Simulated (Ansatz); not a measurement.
**ClHO₃W: how energies converge with the basis set**

Aim: see how fast density functionals converge with the basis set for ClHO₃W.

The runs use Ansatz 0.2.0, Gaussian basis; one geometry, several basis sets.

The runs, in order: PBE0-D4/def2-SVP; ωB97M-V/def2-SVP; PBE0-D4/def2-QZVPP; ωB97M-V/def2-QZVPP; the functionals' def2-TZVPP values are taken from earlier runs.

### Step 1. The relaxed structure

An earlier PBE0-D4 in a triple-zeta def2 set relaxation fixed the geometry. W takes the def2 core potential; no spin-orbit term is included.

SMILES `[O]=[W](=[O])([OH])[Cl]`, 6 atoms, charge 0, spin multiplicity 1.

Atoms are counted from 1 here; the program's logs count them from 0.

Bond lengths: O1–W2 1.698 Å, W2–O3 1.698 Å, W2–O4 1.871 Å, W2–Cl5 2.266 Å, O4–H6 0.960 Å. Angles: O1–W2–O3 107.8°, O1–W2–O4 108.6°, O1–W2–Cl5 109.5°, O3–W2–O4 109.8°, O3–W2–Cl5 109.2°, O4–W2–Cl5 111.8°, W2–O4–H6 126.1°.

### Step 2. PBE0-D4 in def2-SVP

Contents of in.yaml:

```yaml
crystal:
  periodic: [false, false, false]
  atoms:
    - {symbol: O, position_ang: [-0.496063, -1.862103, -0.422873]}
    - {symbol: W, position_ang: [0.172094, -0.312388, -0.231225]}
    - {symbol: O, position_ang: [1.611933, -0.473146, 0.653825]}
    - {symbol: O, position_ang: [-1.042638, 0.746642, 0.720188]}
    - {symbol: Cl, position_ang: [0.642696, 0.565669, -2.266377]}
    - {symbol: H, position_ang: [-0.845821, 1.271325, 1.500161]}
basis:
  gaussian: {orbitals: def2-SVP}
hamiltonian: {xc: pbe0, dispersion: d4}
output: {orbitals: {seedname: orbitals}}
```

Started as:

```
> ansatz run in.yaml --threads 4 --pin off --events-out ev --progress --plain --max-ram 10444MiB
```

Further steps of the session: ωB97M-V in def2-SVP; PBE0-D4 in def2-QZVPP; ωB97M-V in def2-QZVPP.

Before running them: what should the planned runs give, taken together? Wanted: PBE0-D4: double and triple zeta above quadruple; ωB97M-V: double and triple zeta above quadruple.

As calculated:

| quantity | value |
| --- | --- |
| PBE0-D4: double and triple zeta above quadruple | 13.40, 0.72 eV |
| ωB97M-V: double and triple zeta above quadruple | 13.51, 0.68 eV |

What this shows: For PBE0-D4 the step from double to triple zeta gains 12.68 eV and the next only 0.72 eV. Total energies overstate the basis error of differences, where much of it tends to cancel.
